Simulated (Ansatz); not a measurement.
# BrGeH4OP: two geometries relaxed

Aim: relax the geometries before and after the rotation by 120° about the O1–Ge2 bond, and see whether they are two minima and how far apart in energy. SMILES of the start: [OH][GeH]([PH2])[Br].

Method: RKS PBE0/def2-SVP, in Ansatz 0.2.0.

## (1) Starting point

Bond lengths: O1–Ge2 1.768 Å, Ge2–P3 2.262 Å, Ge2–Br4 2.255 Å, O1–H5 1.047 Å, Ge2–H6 1.556 Å, P3–H7 1.503 Å, P3–H8 1.424 Å. Angles: O1–Ge2–P3 107.6°, O1–Ge2–Br4 110.7°, O1–Ge2–H6 109.4°, P3–Ge2–Br4 108.4°, P3–Ge2–H6 110.2°, Br4–Ge2–H6 110.6°, Ge2–O1–H5 103.4°, Ge2–P3–H7 94.5°, Ge2–P3–H8 95.2°, H7–P3–H8 92.2°.

Coordinates:

```xyz
8

O     0.2081    1.4938   -1.1506
Ge   -0.4079    0.2367   -0.0706
P     1.0800   -1.4672   -0.0873
Br   -2.3917   -0.5436   -0.8068
H    -0.5227    2.2420   -1.0947
H    -0.5467    0.8141    1.3677
H     2.1150   -0.7274    0.7129
H     0.5582   -2.1056    1.0735
```

## (2) End point A

input.yaml

```yaml
crystal:
  periodic: [false, false, false]
  atoms:
    - { symbol: O, position_ang: [0.2081, 1.4938, -1.1506] }
    - { symbol: Ge, position_ang: [-0.4079, 0.2367, -0.0706] }
    - { symbol: P, position_ang: [1.08, -1.4672, -0.0873] }
    - { symbol: Br, position_ang: [-2.3917, -0.5436, -0.8068] }
    - { symbol: H, position_ang: [-0.5227, 2.242, -1.0947] }
    - { symbol: H, position_ang: [-0.5467, 0.8141, 1.3677] }
    - { symbol: H, position_ang: [2.115, -0.7274, 0.7129] }
    - { symbol: H, position_ang: [0.5582, -2.1056, 1.0735] }
basis:
  gaussian: { orbitals: def2-SVP }
hamiltonian:
  xc: pbe0
relax:
  f_tol: 0.015
  max_steps: 40
```

The run is started by

```console
$ ansatz run input.yaml --threads 2 --pin off --max-ram 3072MiB --backend cpu --events-out ev --progress --plain --runs-dir out
```

What it wrote, cut to the lines that bear on the results:

```text
Warning: RAYON_NUM_THREADS=2 ignored (pool sized by the plan → 2); use --threads N
[...]
Functional definition: PBE0
[...]
1196 factors; integrals over basis functions are off by at most 3.2e-4 eV
[...]
mean field -137926.11141244 eV, -5068.6911047310 hartree, gradient 2.3e-5 eV, S^2 0.000000; 0 other end points of the search recorded, 0 dependent functions left out
[...]
reference -137926.11143721 eV, -5068.6911056412 hartree; 47, 47 occupied and 69, 69 virtual orbitals, 1196 factors
relax step   1: F+E_penalty+E_count = -137926.11141244 eV  Δ(F+E_penalty+E_count) = +0.000e0 eV  max|allowed force component| = 2.471e0 eV/Å  Δτ_max = 0.0000 Å  (25 SCF iters, accepted)
[...]
relax step   4: F+E_penalty+E_count = -137926.36756424 eV  Δ(F+E_penalty+E_count) = +4.875e-2 eV  max|allowed force component| = 1.309e0 eV/Å  Δτ_max = 0.1644 Å  (29 SCF iters, rejected (line search))
[...]
relax step   7: F+E_penalty+E_count = -137926.43967158 eV  Δ(F+E_penalty+E_count) = -4.724e-4 eV  max|allowed force component| = 3.213e-2 eV/Å  Δτ_max = 0.0100 Å  (26 SCF iters, accepted)
[...]
relax step  10: F+E_penalty+E_count = -137926.44024506 eV  Δ(F+E_penalty+E_count) = -1.194e-4 eV  max|allowed force component| = 2.377e-2 eV/Å  Δτ_max = 0.0206 Å  (25 SCF iters, accepted)
[...]
relax step  12: F+E_penalty+E_count = -137926.44033727 eV  Δ(F+E_penalty+E_count) = -4.192e-5 eV  max|allowed force component| = 1.513e-2 eV/Å  Δτ_max = 0.0031 Å  (20 SCF iters, accepted)
[...]
relax step  13: F+E_penalty+E_count = -137926.44035164 eV  Δ(F+E_penalty+E_count) = -1.437e-5 eV  max|allowed force component| = 7.780e-3 eV/Å  Δτ_max = 0.0020 Å  (23 SCF iters, accepted)
1196 factors; integrals over basis functions are off by at most 2.9e-4 eV
[...]
mean field -137926.44035164 eV, -5068.7031930237 hartree, gradient 1.1e-5 eV, S^2 0.000000; 1 other end points of the search recorded, 0 dependent functions left out
[...]
reference -137926.44037619 eV, -5068.7031939259 hartree; 47, 47 occupied and 69, 69 virtual orbitals, 1196 factors
Total energy: -137926.44037619 eV, -5068.7031939259 hartree
Atom 0 at     0.188818     1.496106    -1.109756 Å, force     0.002499    -0.004513     0.001045 eV/Å
Atom 1 at    -0.384985     0.258469     0.020257 Å, force    -0.001815     0.005130    -0.003166 eV/Å
Atom 2 at     1.166509    -1.441432    -0.124986 Å, force     0.002506    -0.001859     0.007780 eV/Å
Atom 3 at    -2.421902    -0.577283    -0.716594 Å, force     0.000177    -0.000429     0.000221 eV/Å
Atom 4 at    -0.427697     2.229068    -1.221053 Å, force    -0.002255     0.000711     0.001812 eV/Å
Atom 5 at    -0.671782     0.880298     1.401826 Å, force     0.000273     0.000549     0.000350 eV/Å
Atom 6 at     2.085564    -0.757863     0.733277 Å, force    -0.003694    -0.001952    -0.003317 eV/Å
Atom 7 at     0.557776    -2.144563     0.961129 Å, force     0.002308     0.002363    -0.004724 eV/Å
Dipole moment:     0.110290     0.213495     0.378922 e Å
```

It took 58 s on 2 threads of Arm Neoverse V1, shared host; peak memory 0.31 GiB.

Step by step:

```tsv
step	energy from step 1 (eV)	largest force component (eV/Å)
1	0.0000	2.4710
2	-0.2425	0.8907
3	-0.3049	0.5505
4x	-0.2562	1.3093
5	-0.3264	0.1772
6	-0.3278	0.0824
7	-0.3283	0.0321
8	-0.3286	0.0352
9	-0.3287	0.0070
10	-0.3288	0.0238
11	-0.3289	0.0262
12	-0.3289	0.0151
13	-0.3289	0.0078
```

Step 1 is the start. 1 step was tried and not accepted (marked x).

After: Bond lengths: O1–Ge2 1.771 Å, Ge2–P3 2.306 Å, Ge2–Br4 2.322 Å, O1–H5 0.964 Å, Ge2–H6 1.542 Å, P3–H7 1.431 Å, P3–H8 1.430 Å. Angles: O1–Ge2–P3 104.9°, O1–Ge2–Br4 109.5°, O1–Ge2–H6 110.5°, P3–Ge2–Br4 107.8°, P3–Ge2–H6 118.6°, Br4–Ge2–H6 105.4°, Ge2–O1–H5 113.4°, Ge2–P3–H7 92.4°, Ge2–P3–H8 91.6°, H7–P3–H8 93.0°.

## (3) End point B

The second end starts from a geometry with the move made by hand.

input.yaml

```yaml
crystal:
  periodic: [false, false, false]
  atoms:
    - { symbol: O, position_ang: [0.2081, 1.4938, -1.1506] }
    - { symbol: Ge, position_ang: [-0.4079, 0.2367, -0.0706] }
    - { symbol: P, position_ang: [-0.59709, 1.14242, 1.99369] }
    - { symbol: Br, position_ang: [1.03396, -1.49388, 0.04099] }
    - { symbol: H, position_ang: [-0.5227, 2.242, -1.0947] }
    - { symbol: H, position_ang: [-1.79941, -0.24218, -0.5763] }
    - { symbol: H, position_ang: [-1.79076, 1.98571, 1.64318] }
    - { symbol: H, position_ang: [-1.41598, 0.10168, 2.51672] }
basis:
  gaussian: { orbitals: def2-SVP }
hamiltonian:
  xc: pbe0
relax:
  f_tol: 0.015
  max_steps: 40
```

The run is started by

```console
$ ansatz run input.yaml --threads 2 --pin off --max-ram 3072MiB --backend cpu --events-out ev --progress --plain --runs-dir out
```

What it wrote, cut to the lines that bear on the results:

```text
Warning: RAYON_NUM_THREADS=2 ignored (pool sized by the plan → 2); use --threads N
[...]
[... 1 set-up line as earlier in the session ...]
[...]
1197 factors; integrals over basis functions are off by at most 3.2e-4 eV
[...]
mean field -137925.99434917 eV, -5068.6868027354 hartree, gradient 2.7e-5 eV, S^2 0.000000; 0 other end points of the search recorded, 0 dependent functions left out
[...]
reference -137925.99437374 eV, -5068.6868036381 hartree; 47, 47 occupied and 69, 69 virtual orbitals, 1197 factors
relax step   1: F+E_penalty+E_count = -137925.99434917 eV  Δ(F+E_penalty+E_count) = +0.000e0 eV  max|allowed force component| = 2.382e0 eV/Å  Δτ_max = 0.0000 Å  (25 SCF iters, accepted)
[...]
relax step   4: F+E_penalty+E_count = -137926.27736580 eV  Δ(F+E_penalty+E_count) = +9.904e-3 eV  max|allowed force component| = 5.848e-1 eV/Å  Δτ_max = 0.2000 Å  (27 SCF iters, rejected (line search))
[...]
relax step   7: F+E_penalty+E_count = -137926.31245166 eV  Δ(F+E_penalty+E_count) = +9.860e-3 eV  max|allowed force component| = 1.012e0 eV/Å  Δτ_max = 0.1463 Å  (29 SCF iters, rejected (line search))
[...]
relax step  10: F+E_penalty+E_count = -137926.32985719 eV  Δ(F+E_penalty+E_count) = -1.231e-3 eV  max|allowed force component| = 6.793e-1 eV/Å  Δτ_max = 0.1101 Å  (29 SCF iters, accepted)
[...]
relax step  12: F+E_penalty+E_count = -137926.35151128 eV  Δ(F+E_penalty+E_count) = -2.165e-2 eV  max|allowed force component| = 2.949e-1 eV/Å  Δτ_max = 0.0819 Å  (28 SCF iters, accepted)
[...]
relax step  13: F+E_penalty+E_count = -137926.36609067 eV  Δ(F+E_penalty+E_count) = -1.458e-2 eV  max|allowed force component| = 2.427e-1 eV/Å  Δτ_max = 0.0844 Å  (28 SCF iters, accepted)
[...]
```

## (4) The log goes on: end point B relaxed

The log, continued, cut to the lines that bear on the results:

```text
1197 factors; integrals over basis functions are off by at most 3.1e-4 eV
[...]
mean field -137926.38709588 eV, -5068.7012359105 hartree, gradient 1.6e-5 eV, S^2 0.000000; 0 other end points of the search recorded, 0 dependent functions left out
[...]
reference -137926.38712057 eV, -5068.7012368178 hartree; 47, 47 occupied and 69, 69 virtual orbitals, 1197 factors
relax step  14: F+E_penalty+E_count = -137926.38709588 eV  Δ(F+E_penalty+E_count) = -2.101e-2 eV  max|allowed force component| = 3.653e-1 eV/Å  Δτ_max = 0.1266 Å  (29 SCF iters, accepted)
[...]
relax step  20: F+E_penalty+E_count = -137926.44031031 eV  Δ(F+E_penalty+E_count) = -2.987e-4 eV  max|allowed force component| = 1.541e-2 eV/Å  Δτ_max = 0.0136 Å  (26 SCF iters, accepted)
[...]
reference -137926.44037628 eV, -5068.7031939291 hartree; 47, 47 occupied and 69, 69 virtual orbitals, 1197 factors
Total energy: -137926.44037628 eV, -5068.7031939291 hartree
Atom 0 at    -0.036100     1.832323    -0.925025 Å, force     0.003308     0.006140    -0.002547 eV/Å
Atom 1 at    -0.605323     0.437673     0.006455 Å, force    -0.003696    -0.004320    -0.003651 eV/Å
Atom 2 at    -0.644626     1.162728     2.194767 Å, force    -0.004387     0.006931     0.006311 eV/Å
Atom 3 at     0.948705    -1.279972    -0.145004 Å, force     0.004210    -0.004562     0.000931 eV/Å
Atom 4 at     0.121431     1.632898    -1.855207 Å, force    -0.000654     0.000052     0.000985 eV/Å
Atom 5 at    -1.902308    -0.127253    -0.606425 Å, force    -0.004185    -0.001557    -0.002029 eV/Å
Atom 6 at    -1.887191     1.847695     2.007088 Å, force     0.003823    -0.000668     0.001392 eV/Å
Atom 7 at    -1.286367    -0.039842     2.625731 Å, force     0.001582    -0.002017    -0.001392 eV/Å
Dipole moment:    -0.429612     0.019458    -0.126629 e Å
```

Wall time 92 s (2 threads of Arm Neoverse V1, shared host); peak memory 0.31 GiB.

Relaxation path:

```tsv
step	energy from step 1 (eV)	largest force component (eV/Å)
1	0.0000	2.3818
2	-0.2199	1.4645
3	-0.2929	0.9719
4x	-0.2830	0.5848
5	-0.3224	0.3417
6	-0.3280	0.0478
7x	-0.3181	1.0115
8	-0.3314	0.0400
9	-0.3343	0.3677
10	-0.3355	0.6793
11x	-0.3195	1.4420
12	-0.3572	0.2949
13	-0.3717	0.2427
14	-0.3927	0.3653
15	-0.4227	0.2678
16	-0.4425	0.0626
17	-0.4447	0.0708
18	-0.4451	0.1403
19	-0.4457	0.0610
20	-0.4460	0.0154
21	-0.4460	0.0069
```

Step 1 is the start. 3 steps were tried and not accepted (marked x).

After: Bond lengths: O1–Ge2 1.771 Å, Ge2–P3 2.306 Å, Ge2–Br4 2.321 Å, O1–H5 0.964 Å, Ge2–H6 1.542 Å, P3–H7 1.431 Å, P3–H8 1.430 Å. Angles: O1–Ge2–P3 104.9°, O1–Ge2–Br4 109.5°, O1–Ge2–H6 110.5°, P3–Ge2–Br4 107.8°, P3–Ge2–H6 118.6°, Br4–Ge2–H6 105.4°, Ge2–O1–H5 113.4°, Ge2–P3–H7 92.3°, Ge2–P3–H8 91.7°, H7–P3–H8 93.0°.

## (5) What came out

| quantity | value |
| --- | --- |
| end A | 11 moves, 0.329 eV lower |
| end B | 17 moves, 0.446 eV lower |
| largest difference between the ends | 0.01 Å |
| end B relative to end A | +0.000 eV |

In words: Both starts fell into the same minimum (no atom differs by more than 0.01 Å), so from this start no second minimum was found and no band was run; another arrangement could still be one.
